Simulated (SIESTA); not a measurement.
MoN2:

```
CELL_PARAMETERS angstrom
4.34805 0.00000 0.00000
0.00000 4.34805 0.00000
0.00000 0.00000 2.76746
ATOMIC_POSITIONS crystal
Mo 0.00000 0.00000 0.00000
Mo 0.50000 0.50000 0.00000
N 0.61165 0.88835 0.50000
N 0.38835 0.11165 0.50000
N 0.11165 0.61165 0.50000
N 0.88835 0.38835 0.50000
```

Measurements of this composition are mostly on another form, of space group No. 160.

```yaml
Program: SIESTA 5.4.2
Task: single point
Functional: PBEsol
Potentials_or_basis: PseudoDojo 0.4 standard (PBEsol files)
Basis: DZP (energy shift 0.003 Ry; two zetas on semicore shells)
Grid_cutoff: 800 Ry
Energy_shift: 0.003 Ry
k_mesh: 6 × 6 × 10
Occupations: fermi-dirac, width 0.05 eV
Spin: no spin polarisation
```

On this cell: pressure -4.3 GPa; largest force 0.490 eV/Å; band gap on the k mesh none (metal or under the smearing width).

The same run follows on a disturbed copy (atoms moved at random, drawn with an rms of 0.05 Å):

```
Mo N
1.0
     4.34805    0.00000    0.00000
     0.00000    4.34805    0.00000
     0.00000    0.00000    2.76746
Mo N
2 4
Direct
  0.00546 0.01441 0.98945
  0.50382 0.50326 0.99801
  0.61578 0.88571 0.49528
  0.38349 0.11590 0.49763
  0.10695 0.61302 0.50859
  0.87787 0.38940 0.48793
```

Q: What changes?

A: The energy (extrapolated to zero smearing) moves by +16.5 meV/atom; pressure -5.2 GPa; largest force 1.298 eV/Å; band gap on the k mesh none (metal or under the smearing width).

Forces on the atoms (eV/Å):
```
Mo  -0.462 -1.211  0.079
Mo  -1.049 -0.013 -0.043
N   -0.671  0.664  0.060
N    0.663 -0.491 -0.097
N    0.569  0.611 -0.495
N    0.949  0.442  0.497
```

Stress tensor (GPa, compression positive):
```
-5.68  0.50 -0.12
 0.50 -5.31 -0.26
-0.12 -0.26 -4.48
```

Caveats: the basis of atomic orbitals isn't converged, which shifts pressures, moduli and gaps.
